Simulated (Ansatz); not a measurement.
Crystal: Cu2BrCl.

```xyz
4
Lattice="1.8555 1.0713 6.0475 -1.8555 1.0713 6.0475 0.0000 -2.1426 6.0475" Properties=species:S:1:pos:R:3 pbc="T T T"
Br    0.0000    0.0000    0.0000
Cu    0.0000    0.0000   13.6360
Cu    0.0000    0.0000    4.5065
Cl    0.0000    0.0000    9.0713
```

The cell comes from a database or a generator and needn't be the stable form of this composition.

Base run:

* Program: Ansatz 0.2.0
* Functional: PBE
* Potentials or basis: Ansatz PAW
* Cutoff: 420 eV (not typed: the program's choice for these potentials)
* k mesh: 8 × 8 × 8
* Occupations: fermi-dirac, width 0.05 eV
* Spin: no spin polarisation
* Hubbard terms: Cu d U = 1 eV

Its results: band gap on the k mesh 0.48 eV, direct; pressure 1.4 GPa; largest force 0.115 eV/Å.

**Question.** After a change of settings the same cell gave: band gap on the k mesh 1.23 eV, direct; pressure 2.2 GPa; largest force 0.124 eV/Å. Which change was it?
A. hubbard terms from Cu d U = 1 eV to Cu d U = 2 eV
B. hubbard terms from Cu d U = 1 eV to Cu d U = 4 eV
C. hubbard terms from Cu d U = 1 eV to none; hubbard projectors from ortho-atomic (the default) to none

**Answer.** B.

Caveats: the density of states is complete only up to the lowest level of the last band computed.
